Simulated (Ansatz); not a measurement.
# ScW: the cost of one run

Method: DFT PBE, scalar-relativistic, plane waves, PAW, unless a step names another level, in Ansatz 0.2.0.

9 further runs of the same task are left out: 9 set aside as unsound or not needed.

### Step 1. The formula and the candidates

Pauling electronegativities: Sc 1.36, W 2.36 (spread 1.00). It is an alloy, so charge balance gives no guide. Tabulated atomic sizes suggest about 17 Å³/atom. 31 candidates were drawn, by swapping species into database cells of other compounds, at random by space group and Wyckoff sites, or by hand, as the table says; time allowed 30 of them to run, and these are listed.

```csv
name,made from,space group no.,Wyckoff sites,atoms (primitive cell),V (Å³/atom)
c01,database cell of HgPd,123,Sc 1a; W 1d,2,15.1
c02,random,191,Sc 1a; W 1b,2,21.0
c03,built by hand: CsCl (B2),221,Sc 1a; W 1b,2,17.0
c04,random,225,Sc 4b; W 4a,2,21.0
c06,built by hand: gamma-CuTi (B11),129,Sc 2c; W 2c,4,17.0
c07,"built by hand: Segregated bcc (110) slabs, four W plus four Sc layers",67,"Sc 4g, 4g; W 4g, 4g",8,17.3
c08,database cell of FeIr,166,Sc 3a; W 3b,2,19.0
c09,random,191,Sc 1b; W 1a,2,20.8
c10,database cell of InSb,25,Sc 1a; W 1b,2,16.2
c11,database cell of TiAu,51,Sc 2e; W 2f,4,17.5
c12,database cell of DyAs,225,Sc 4a; W 4b,2,17.4
c13,random,65,Sc 2d; W 2c,2,18.9
c14,random,10,Sc 1c; W 1a,2,18.0
c15,random,191,"Sc 2d, 1b; W 2e, 1a",6,18.6
c16,"built by hand: Segregated bcc (001) slabs, four W plus four Sc layers",129,"Sc 2c, 2c; W 2c, 2c",8,17.4
c17,database cell of NbS,187,Sc 1e; W 1b,2,14.5
c18,built by hand: CuAu (L1_0),123,Sc 1a; W 1d,2,17.0
c19,database cell of MnBi,194,Sc 2a; W 2c,4,19.9
c20,random,221,Sc 1a; W 1b,2,20.2
c21,database cell of PrHg,221,Sc 1b; W 1a,2,17.3
c22,random,131,Sc 2c; W 2b,4,20.5
c23,random,139,Sc 2a; W 2b,2,21.7
c24,random,183,"Sc 1a, 1a; W 2b",4,21.1
c25,built by hand: CrB (B33),63,Sc 4c; W 4c,4,17.2
c26,random,194,Sc 2d; W 2c,4,17.2
c27,random,187,Sc 1a; W 1e,2,18.9
c28,database cell of YbPb,123,Sc 1d; W 1a,2,18.9
c29,database cell of HgSe,216,Sc 4a; W 4c,2,19.2
c30,database cell of TcIr,187,Sc 1a; W 1d,2,16.1
c31,random,99,"Sc 2c; W 1b, 1b",4,19.1
```

### Step 2. Screening run of c13

File input.yaml:

```yaml
crystal:
  lattice:
    - [2.40670466, -2.54257029, 0.0]
    - [2.40670466, 2.54257029, 0.0]
    - [0.0, 0.0, 3.09465978]
  atoms:
    - { symbol: Sc, position: [0.0, 0.0, 0.5] }
    - { symbol: W, position: [0.5, 0.5, 0.5] }
basis:
  ecutwfc: 420
kpoints:
  mp_grid: { grid: [6, 6, 6] }
hamiltonian:
  xc: pbe
scf:
  occupations: { method: gaussian, width: 0.2 }
  lower_state_search: "off"
output:
  forces: true
  stress: true
  eigenvalues: true
relax:
  adjacent_minimum: "off"
  f_tol: 0.08
  max_steps: 16
  cell: { stress_tol: 0.8 }
```

On the command line:

```
$ ansatz run input.yaml --threads 1 --pin off --max-ram 2560MiB --backend cpu --events-out ev --progress --plain --runs-dir out
```

Q: Estimate wall time and peak memory on 1 thread of Intel Xeon at 2.70GHz, shared host.

About 14 s, with a peak of 0.38 GiB.
